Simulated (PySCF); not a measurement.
# C2H6Cd (CdMe2): the cost of one run

Computed with PySCF 2.14.0 and routines of our own; the level stands in each step. Atoms count from 0.

3 further runs of the same task are left out: 3 for a basis unfit for spin-orbit shieldings.

## 1. The starting structure

9 atoms, charge 0, multiplicity 1; geometry from: GFN2-xTB.

## 2. NMR shieldings: PBE/x2c-SVPall-2c Cd:us-x2c-SVPall-2c, spin-free

Job settings and geometry (Å):

```
{"job": {"xc": "PBE", "basis": {"default": "x2c-SVPall-2c", "Cd": "us-x2c-SVPall-2c"}, "rel": "sf", "kind": "hnmr"}, "charge": 0, "multiplicity": 1}
Cd     0.023200     0.017930    -0.000130
C     -0.002360    -0.014380     2.212610
H     -0.437990     0.901740     2.612850
H      1.005340    -0.110050     2.617750
H     -0.592860    -0.855480     2.579140
C      0.005080     0.016700    -2.212450
H     -1.018280     0.015820    -2.589900
H      0.508130    -0.867490    -2.605390
H      0.509740     0.895220    -2.614470
```

With the program's defaults for keys left out, this is: PBE/x2c-SVPall-2c Cd:us-x2c-SVPall-2c GIAO NMR shielding, spin-free X2C, Gaussian nuclei, gas phase.

Command:

```sh
$ OMP_NUM_THREADS=1 python heavy_run.py task.json out
```

This one command runs all jobs of the session in turn.

**Question.** How long does this first job take on 1 thread of Intel Xeon 6975P-C, shared host, and how much memory does it need?

About 7.2 s, with a peak of 0.66 GiB.
